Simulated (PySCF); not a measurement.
# C2H8BNO: the cost of one run

Computed with PySCF 2.14.0, with density-fitted response routines of our own, on a single molecule in the gas phase. Atoms are numbered from 0 throughout.

### Step 1. Starting geometry

13 atoms, charge 0, multiplicity 1; geometry from: PBE0-D3(BJ)/def2-SVP.

Bonds of the start (Å): C0–C1 1.34, C1–O2 1.34, O2–B3 1.44, B3–N4 1.66, C0–H5 1.09, C0–H6 1.09, C1–H7 1.10, B3–H8 1.22, B3–H9 1.23, N4–H10 1.02, N4–H11 1.02, N4–H12 1.02.

### Step 2. NMR shieldings: PBE0/pcSseg-2

The job: settings as JSON, then the geometry in Å.

```
{"job": {"kind": "nmr", "xc": "PBE0", "basis": "pcSseg-2", "pop": false}, "charge": 0, "multiplicity": 1}
C      2.393902     0.086462     0.551177
C      1.297120    -0.430881    -0.015863
O      0.445836     0.262308    -0.775732
B     -0.911496    -0.196434    -0.940241
N     -1.725118     0.458045     0.350985
H      3.064094    -0.553311     1.126349
H      2.653214     1.139315     0.416443
H      1.044718    -1.496353     0.113118
H     -1.454691     0.296936    -1.917407
H     -1.068932    -1.409483    -0.816477
H     -2.719508     0.229473     0.329617
H     -1.623681     1.474329     0.335286
H     -1.334085     0.122362     1.233524
```

Method: GIAO PBE0/pcSseg-2 NMR shielding, non-relativistic, gas phase.

Command:

```
$ OMP_NUM_THREADS=1 python probes_run.py task.json out
```

This one command runs all jobs of the session in turn.

Q: Estimate the wall time and peak memory of this first job on 1 thread of Arm Neoverse V1, shared host.

About 46 s, with a peak of 1 GiB.
